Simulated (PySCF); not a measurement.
# CuH3: structure of the singlet

Aim: relax CuH3 as a singlet from a trigonal planar start, check by its vibrations whether the end is a minimum, and collect its spectrum and constants.

Computed with PySCF 2.14.0. Level: PBE0, basis Cu def2-TZVP, H def2-TZVP, no relativity, density fitting.

## 1. Starting geometry

4 atoms, charge 0, spin multiplicity 1.

Bond lengths: Cu1–H2 1.440 Å, Cu1–H3 1.440 Å, Cu1–H4 1.440 Å. Angles: H2–Cu1–H3 120.0°, H2–Cu1–H4 120.0°, H3–Cu1–H4 120.0°.

```xyz
4
charge 0 multiplicity 1
Cu    0.0000    0.0000    0.0000
H     1.4400    0.0000    0.0000
H    -0.7200    1.2471    0.0000
H    -0.7200   -1.2471    0.0000
```

## 2. Relaxing the singlet from the trigonal planar start

One driver script runs all steps and calls PySCF; scf.py shows how it sets up the SCF of each step. The optimiser is the driver's own. Before each start the driver seeks the lowest SCF state from one or more starting densities and follows internal instabilities, so scf.py alone need not reach the same state.

The program finds D3h symmetry in the start, which this walk keeps. Threshold on the gradient: 0.0003 Eh/bohr, with a further test on the energy change.

Contents of scf.py:

```python
from pyscf import gto, scf, dft
mol = gto.M(atom='''
Cu     0.000000    -0.000000     0.000000
H      1.440014    -0.000012    -0.000000
H     -0.719997     1.247094    -0.000000
H     -0.720017    -1.247082     0.000000''',
    basis={'Cu': 'def2-TZVP', 'H': 'def2-TZVP'},
    charge=0, spin=0)
mf = dft.RKS(mol, xc='PBE0')
mf.grids.atom_grid = (50, 194)
aux = {'Cu': 'def2-universal-JKFIT', 'H': 'def2-universal-JKFIT'}
mf = mf.density_fit(auxbasis=aux)
mf.kernel()
```

Steps of the walk:

```
step   energy (Eh)  change (kJ/mol)  largest symmetric gradient (Eh/bohr)
   0  -1641.859210             0.00                               0.02946
   1  -1641.864587           -14.12                               0.01640
   2  -1641.867400           -21.50                               0.00360
   3  -1641.867566           -21.94                               0.00054
   4  -1641.867570           -21.95                               0.00002
```

The walk needed 2.3 s of wall time on 4 threads, shared host.

Positions (Å) and forces (eV/Å) along the way, with the part that breaks the symmetry left in:

```
step 0
Cu   0.000   0.000   0.000  -1.876   0.000   0.000
H    1.440   0.000   0.000  -0.414   0.000   0.000
H   -0.720   1.247   0.000   1.145   3.525   0.000
H   -0.720  -1.247   0.000   1.145  -3.525   0.000
step 1
Cu   0.000   0.000   0.000  -1.782   0.000   0.000
H    1.482   0.000   0.000  -0.918   0.000   0.000
H   -0.741   1.283   0.000   1.350   2.770   0.000
H   -0.741  -1.283   0.000   1.350  -2.770   0.000
step 2
Cu   0.000   0.000   0.000  -1.667   0.000   0.000
H    1.533   0.000   0.000  -1.392   0.000   0.000
H   -0.766   1.327   0.000   1.530   2.007   0.000
H   -0.766  -1.327   0.000   1.529  -2.007   0.000
step 3
Cu   0.000   0.000   0.000  -1.635   0.000   0.000
H    1.547   0.000   0.000  -1.501   0.000   0.000
H   -0.773   1.340   0.000   1.568   1.820   0.000
H   -0.774  -1.340   0.000   1.568  -1.820   0.000
step 4
Cu   0.000   0.000   0.000  -1.629   0.000   0.000
H    1.550   0.000   0.000  -1.520   0.000   0.000
H   -0.775   1.342   0.000   1.574   1.788   0.000
H   -0.775  -1.342   0.000   1.575  -1.788   0.000
```

It settles in D3h symmetry, 21.9 kJ/mol below the start, after 4 steps: Cu–H 1.550 Å (×3); H–Cu–H 120.0° (×3). A gradient of 0.0348 Eh/bohr that breaks the symmetry is left: this electronic state wants a lower symmetry.

## 3. Releasing the symmetry

The geometry is nudged along the force that breaks the symmetry.

The program finds C2v symmetry in the start, which may break.

Changes to scf.py since step 2:

```diff
@@ -3,4 +3,4 @@
-Cu     0.000000    -0.000000     0.000000
-H      1.440014    -0.000012    -0.000000
-H     -0.719997     1.247094    -0.000000
-H     -0.720017    -1.247082     0.000000''',
+Cu    -0.003056    -0.000000     0.000000
+H      1.546466     0.000016    -0.000000
+H     -0.677831     1.391919     0.000000
+H     -0.677803    -1.391932    -0.000000''',
```

Steps of the walk:

```
step   energy (Eh)  change (kJ/mol)  largest gradient (Eh/bohr)
   0  -1641.885063             0.00                     0.03236
   1  -1641.918940           -88.95                     0.03140
   2  -1641.944006          -154.76                     0.01887
   3  -1641.951925          -175.55                     0.02251
   4  -1641.956904          -188.62                     0.01670
   5  -1641.960071          -196.93                     0.00852
   6  -1641.960260          -197.43                     0.00323
   7  -1641.960285          -197.50                     0.00039
   8  -1641.960286          -197.50                     0.00005
```

The walk took 4.2 s.

End point (C2v, 8 steps, 197.5 kJ/mol gained): Cu–H 1.407 Å, Cu–H 1.516 Å (×2); H–Cu–H 80.2° (×2), H–Cu–H 160.4°.

## 4. Vibrations and properties at this point

The point is checked on the finer grid, and tightened if its gradient asks for it. The Hessian and the dipole derivatives come from central differences of analytic gradients, with steps of 0.01 bohr.

Changes to scf.py since step 3:

```diff
@@ -3,4 +3,4 @@
-Cu    -0.003056    -0.000000     0.000000
-H      1.546466     0.000016    -0.000000
-H     -0.677831     1.391919     0.000000
-H     -0.677803    -1.391932    -0.000000''',
+Cu    -0.029402     0.000004     0.000000
+H      1.377383    -0.000179    -0.000000
+H      0.229446     1.494127    -0.000000
+H      0.229058    -1.494187    -0.000000''',
@@ -10 +10 @@
-mf.grids.atom_grid = (50, 194)
+mf.grids.atom_grid = (75, 302)
```

The driver hands on the density of the step before, so the log starts near convergence.

Log of the central SCF (cycles and frontier levels):

```text
init E= -1641.96021123045
  HOMO = -0.272143641122388  LUMO = -0.109048893903831  gap/eV = 4.43803
cycle= 1 E= -1641.9602112294  delta_E= 1.05e-09  |g|= 0.000117  |ddm|= 4.36e-05
  HOMO = -0.272148776826396  LUMO = -0.109058371498829  gap/eV = 4.43792
cycle= 2 E= -1641.96021121761  delta_E= 1.18e-08  |g|= 0.000392  |ddm|= 0.000137
  HOMO = -0.27214497104687  LUMO = -0.109050897123957  gap/eV = 4.43802
cycle= 3 E= -1641.96021123058  delta_E= -1.3e-08  |g|= 3.37e-06  |ddm|= 0.000104
  HOMO = -0.272144899969417  LUMO = -0.109050961226062  gap/eV = 4.43801
cycle= 4 E= -1641.96021123058  delta_E= 2.05e-12  |g|= 1.93e-07  |ddm|= 2.8e-06
  HOMO = -0.27214488951372  LUMO = -0.109050956663205  gap/eV = 4.43801
Extra cycle  E= -1641.96021123057  delta_E= 1.14e-12  |g|= 4.22e-07  |ddm|= 4.2e-07
converged SCF energy = -1641.96021123057
```

The whole step took 8.7 s.

Geometry: C2v; Cu–H 1.407 Å, Cu–H 1.516 Å (×2); H–Cu–H 80.2° (×2), H–Cu–H 160.4°.

Harmonic modes (main isotopes):

```
symmetry  ω (cm⁻¹)  IR (km/mol)     type
      b2      767i          753     bend
      a1       629         28.3     bend
      b1       830         25.9     bend
      b2      1807          399  stretch
      a1      1904          0.6  stretch
      a1      2176          9.1  stretch
```

With 1 mode imaginary (up to 767i cm⁻¹) this point is a saddle.

Properties at this point:

| Quantity | Value |
| --- | --- |
| Dipole moment | 1.15 D |
| Highest occupied level | -7.41 eV |
| Lowest empty level | -2.97 eV |
| Rotational constants | 8.134, 3.746, 2.565 cm⁻¹ |
| Zero-point energy (real modes) | 43.9 kJ/mol |
| Principal polarisabilities | 20.3, 27.3, 48.7 bohr³ |
| Atomisation energy without zero-point energy | 559 kJ/mol |
| Principal traceless quadrupole moments about the centre of mass | -5.99, 1.65, 4.35 D Å |

Charges (e) and bond orders:

```tsv
atom	Mulliken	Löwdin	polar tensor	Mayer order to Cu1
Cu1	-0.08	0.21	0.31	–
H2	0.10	0.09	0.22	0.98
H3,4	-0.01	-0.15	-0.26	0.67
```

Mulliken populations on Cu1: s 6.94, p 12.54, d 9.60, f 0.00.

## 5. Following the imaginary mode

The start is the last point, displaced along its most imaginary mode.

The program finds Cs symmetry in the start, which this walk keeps. Threshold on the gradient: 0.0003 Eh/bohr, with a further test on the energy change.

Changes to scf.py since step 4:

```diff
@@ -3,4 +3,4 @@
-Cu    -0.029402     0.000004     0.000000
-H      1.377383    -0.000179    -0.000000
-H      0.229446     1.494127    -0.000000
-H      0.229058    -1.494187    -0.000000''',
+Cu    -0.029402    -0.001468     0.000000
+H      1.377398     0.119821    -0.000000
+H      0.283504     1.480071    -0.000000
+H      0.174996    -1.508229    -0.000000''',
@@ -10 +10 @@
-mf.grids.atom_grid = (75, 302)
+mf.grids.atom_grid = (50, 194)
```

Steps of the walk:

```
step   energy (Eh)  change (kJ/mol)  largest symmetric gradient (Eh/bohr)
   0  -1641.961127             0.00                               0.00514
   1  -1641.961663            -1.41                               0.00671
   2  -1641.962561            -3.76                               0.00882
   3  -1641.964133            -7.89                               0.01178
   4  -1641.967032           -15.50                               0.01610
   5  -1641.972724           -30.45                               0.02264
   6  -1641.984357           -60.99                               0.03151
   7  -1642.003380          -110.94                               0.02809
   8  -1642.007918          -122.85                               0.03313
   9  -1642.011834          -133.13                               0.02328
  10  -1642.017475          -147.94                               0.01463
  11  -1642.019839          -154.15                               0.01281
  12  -1642.020936          -157.03                               0.00947
  13  -1642.021560          -158.67                               0.00853
  14  -1642.022037          -159.92                               0.00803
  15  -1642.022555          -161.28                               0.00938
  16  -1642.023151          -162.84                               0.00943
  17  -1642.023483          -163.72                               0.00624
  18  -1642.023781          -164.50                               0.00357
  19  -1642.023908          -164.83                               0.00319
  20  -1642.024020          -165.13                               0.00298
  21  -1642.024083          -165.29                               0.00128
  22  -1642.024094          -165.32                               0.00017
  23  -1642.024095          -165.32                               0.00004
```

The walk took 12 s.

It settles in C2v symmetry, 165.3 kJ/mol below the start, after 23 steps: Cu–H 1.504 Å, Cu–H 1.728 Å (×2), H–H 0.782 Å; Cu–H–H 76.9° (×2), H–Cu–H 26.2°, H–Cu–H 166.7°, H–Cu–H 167.1°.

## 6. Frequencies

As before: finer grid, then central differences.

Changes to scf.py since step 5:

```diff
@@ -3,4 +3,4 @@
-Cu    -0.029402    -0.001468     0.000000
-H      1.377398     0.119821    -0.000000
-H      0.283504     1.480071    -0.000000
-H      0.174996    -1.508229    -0.000000''',
+Cu    -0.010915    -0.026291     0.000000
+H      0.995783     1.378298    -0.000000
+H      0.273156     1.678295    -0.000000
+H     -0.587409    -1.414939     0.000000''',
@@ -10 +10 @@
-mf.grids.atom_grid = (50, 194)
+mf.grids.atom_grid = (75, 302)
```

SCF at the final geometry:

```text
init E= -1642.02403420696
  HOMO = -0.244995736017589  LUMO = -0.0205540971192972  gap/eV = 6.10737
cycle= 1 E= -1642.02403420696  delta_E= 4.55e-13  |g|= 4.64e-06  |ddm|= 3.01e-06
  HOMO = -0.244996340435994  LUMO = -0.0205542525736826  gap/eV = 6.10738
Extra cycle  E= -1642.02403420694  delta_E= 2.05e-11  |g|= 1.45e-05  |ddm|= 5.53e-06
converged SCF energy = -1642.02403420694
```

The whole step needed 9.3 s of wall time on 4 threads, shared host.

Geometry: C2v; Cu–H 1.504 Å, Cu–H 1.728 Å (×2), H–H 0.782 Å; Cu–H–H 76.9° (×2), H–Cu–H 26.2°, H–Cu–H 166.9° (×2).

Harmonic modes (main isotopes):

```tsv
symmetry	ω (cm⁻¹)	IR (km/mol)
b2	439	81.4
b1	505	32.0
a1	761	1.5
b2	1183	6.2
a1	1891	58.3
a1	3861	0.1
```

Every mode is real; the point is a minimum.

Properties at this point:

```
Dipole moment                                                   : 3.81 D
Highest occupied level                                          : -6.67 eV
Lowest empty level                                              : -0.56 eV
Rotational constants                                            : 54.65, 2.124, 2.045 cm⁻¹
Zero-point energy                                               : 51.7 kJ/mol
Principal polarisabilities                                      : 21.2, 27.5, 33.6 bohr³
Atomisation energy without zero-point energy                    : 726 kJ/mol
Principal traceless quadrupole moments about the centre of mass : -0.28, -0.21, 0.49 D Å
Entropy at 298.15 K and 1 bar                                   : 223.7 J/(mol K)
Heat capacity Cp at 298.15 K                                    : 48.2 J/(mol K)
Enthalpy at 298.15 K above 0 K                                  : 11.50 kJ/mol
Rotational symmetry number                                      : 2
```

Populations by atom (charges in e):

```
atom  Mulliken  Löwdin  polar tensor  Mayer order to Cu1
 Cu1     -0.30    0.00          0.17                   –
H2,3      0.14    0.11          0.07                0.23
  H4      0.02   -0.23         -0.31                0.94
```

Outer orbital energies (eV). occupied: -77.17, -15.35, -8.93, -8.53, -8.44, -8.25, -8.25, -6.67; empty: -0.56, 0.70, 1.73, 2.18.

Mulliken populations on Cu1: s 7.20, p 12.22, d 9.87, f 0.00.

## 7. Stability of the closed shell

At the lowest minimum the closed shell is tested against spin polarisation, on the (50, 194) grid. It is stable.

## 8. The points found, side by side

| spin | group | bonds | imaginary modes (cm⁻¹) | ΔE (kJ/mol) | with zero-point energy |
| --- | --- | --- | --- | --- | --- |
| singlet | C2v | Cu–H 1.504 Å, Cu–H 1.728 Å (×2), H–H 0.782 Å | none | 0.0 | 0.0 |
| singlet | C2v | Cu–H 1.407 Å, Cu–H 1.516 Å (×2) | 767i | 167.6 | – |

## 9. Summary of results

| quantity | value |
| --- | --- |
| minimum | singlet, C2v |
| geometry | Cu–H 1.504 Å, Cu–H 1.728 Å (×2), H–H 0.782 Å; Cu–H–H 76.9° (×2), H–Cu–H 26.2°, H–Cu–H 166.9° (×2) |
| wavenumbers (cm⁻¹) | 439 (b2), 505 (b1), 761 (a1), 1183 (b2), 1891 (a1), 3861 (a1) |
| dipole moment | 3.81 D |
| highest occupied, lowest empty level | -6.67, -0.56 eV |
| polar-tensor charge of Cu1 | +0.17 e |
| zero-point energy | 51.7 kJ/mol |
| entropy at 298.15 K | 223.7 J/(mol K) |
| atomisation energy (no zero-point energy) | 726 kJ/mol |

**Reading.** The trigonal planar start (D3h) ends in a minimum of C2v symmetry, after a stop at a saddle point 167.6 kJ/mol higher, from which it was pushed off along an imaginary mode. The strongest infrared band lies at 439 cm⁻¹ (b2). Other starts or spin states, not run here, may lie lower.

The search up to here took 40 s.
